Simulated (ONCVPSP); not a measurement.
# Pseudopotential generation for Co: ONCV, LDA (Perdew-Wang 92)

Do these settings give a usable potential? It is generated, then checked for transferability, scattering, ghosts and hardness.

Method: ONCVPSP 4.0.1.1 (patched build), LDA (Perdew-Wang 92), scalar-relativistic.

### 1 Settings

The settings as typed:

```
element                 : cobalt (Co, Z = 27)
type                    : optimised norm-conserving Vanderbilt (ONCV)
frozen core             : [Ne]
valence charge          : 17
reference configuration : 3s2 3p6 3d7 4s2
partial waves           : 3s+4s: rc 1.55 bohr, ncon 3, nbas 8, qcut 9.7 1/bohr, 2 projectors; 3p: rc 0.90 bohr, ncon 4, nbas 7, qcut 10.1 1/bohr, 1 projector; 3d: rc 1.70 bohr, ncon 3, nbas 8, qcut 7.7 1/bohr, 1 projector
local potential         : polynomial inside 0.90 bohr (lpopt 5, dvloc0 6 Ha)
core correction         : Teter function, fcfact 5.5, rcfact 1.65
```

The outer shells as boxes (Hund's rule for the drawing; the calculation is spin-unpolarised):

```
[Ne] core
3s [↑↓]
3p [↑↓][↑↓][↑↓]
3d [↑↓][↑↓][↑ ][↑ ][↑ ]
4s [↑↓]
```

The nodes and maxima of the atom's own shells, from an earlier all-electron run, set the scale for the radii.

All-electron outer shells of the reference configuration (LDA (PZ), scalar-relativistic, ld1.x):

```tsv
shell	level (eV)	outermost node (bohr)	outermost maximum (bohr)
2p	-769.46	–	0.17
3s	-101.87	0.31	0.67
3p	-65.51	0.28	0.68
3d	-8.46	–	0.66
4s	-5.68	0.96	2.29
4p	-1.39	1.05	3.21
```

### 2 Generation

Co.dat

```
# ATOM AND REFERENCE CONFIGURATION
# atsym  z   nc   nv     iexc    psfile
  Co 27.00    3    4  -001012      upf
#
#   n    l    f
    1    0    2.00
    2    0    2.00
    2    1    6.00
    3    0    2.00
    3    1    6.00
    3    2    7.00
    4    0    2.00
#
# PSEUDOPOTENTIAL AND OPTIMIZATION
# lmax
    2
#
#   l,   rc,      ep,       ncon, nbas, qcut
    0    1.55    0.00    3    8    9.70
    1    0.90    0.00    4    7   10.10
    2    1.70    0.00    3    8    7.70
#
# LOCAL POTENTIAL
# lloc, lpopt,  rc(5),   dvloc0
    4    5    0.90    6.00
#
# VANDERBILT-KLEINMAN-BYLANDER PROJECTORs
# l, nproj, debl
    0    2    1.40
    1    1    2.90
    2    1    1.10
#
# MODEL CORE CHARGE
# icmod, fcfact, rcfact
    3    5.50    1.65
#
# LOG DERIVATIVE ANALYSIS
# epsh1, epsh2, depsh
   -5.00    5.00    0.04
#
# OUTPUT GRID
# rlmax, drl
    6.00    0.01
#
# TEST CONFIGURATIONS
# ncnf
    4
# nvcnf
#   n    l    f
    4
    3    0    2.00
    3    1    6.00
    3    2    7.00
    4    0    1.00
#
    4
    3    0    2.00
    3    1    6.00
    3    2    7.00
    4    0    0.00
#
    4
    3    0    2.00
    3    1    6.00
    3    2    6.00
    4    0    0.00
#
    4
    3    0    2.00
    3    1    6.00
    3    2    7.00
    4    0    1.50
#
```

The run is started by

```bash
$ oncvpsp.x < Co.dat > Co.out
```

Before running it: what results should come out? Wanted: cutoffs for 1 and 0.1 mHa per electron, occupied waves; bound ghosts; GHOST(+) flags; largest test error; largest phase difference near zero energy, channels read; rms error of d²Exc/dn², without and with the model core.

As calculated:

```
                                                quantity                         value
  cutoffs for 1 and 0.1 mHa per electron, occupied waves              35 Ha and 138 Ha
                                            bound ghosts                    none found
                                          GHOST(+) flags            none at low energy
                            largest test error (AE − PS)  +11 meV, for 3s2 3p6 3d7 4s0
largest phase difference near zero energy, channels read                     0.030 rad
 rms error of d²Exc/dn², without and with the model core             4.73 and 3.06 mHa
```

**Reading.** The worst unpolarised test, 3s2 3p6 3d7 4s0, is off by 11 meV on 26.4 eV; by total energies transferability rates as good. By its cutoff, 35 Ha for the looser tolerance, it is hard. The tighter tolerance needs 138 Ha, and converged work needs a cutoff nearer that. At the looser tolerance the 3p wave is the slowest; 3d needs 27 Ha. It is free of bound ghosts as far as tested. Near zero energy the largest phase difference among the channels read is 0.03 rad, in the d channel. All of this concerns the isolated atom, not yet a solid.
